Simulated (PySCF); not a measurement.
# F2H2N2W (W(NH)2F2): the cost of one run

Programs: PySCF 2.14.0, with routines of our own; each step states its level. All values are computed. Atoms count from 0.

## Step 1: The system as given

7 atoms, charge 0, multiplicity 1; geometry from: GFN2-xTB.

## Step 2: Relaxing the molecule at PBE0-D3(BJ)/def2-SVP

What the job is given:

```
{"job": {"xc": "PBE0", "basis": "def2-SVP", "d3": "d3bj", "grid": 1, "maxiter": 30, "shake": 0.03, "kind": "geom"}, "charge": 0, "multiplicity": 1}
W     -0.267850    -0.070880    -0.217760
N     -0.417190    -0.026120     1.555920
H     -0.317340    -0.031610     2.547920
N      1.432290     0.001500    -0.917800
H      2.324390    -0.034520    -1.147570
F     -1.335140     1.451310    -0.933270
F     -1.327310    -1.391680    -0.956000
```

Started as:

```
> OMP_NUM_THREADS=1 python heavy_run.py task.json out
```

One launch serves the whole session: the jobs run in the order shown.

Q: Estimate the wall time and peak memory of this first job on 1 thread of Arm Neoverse V2, shared host.

About 83 s, with a peak of 0.38 GiB.
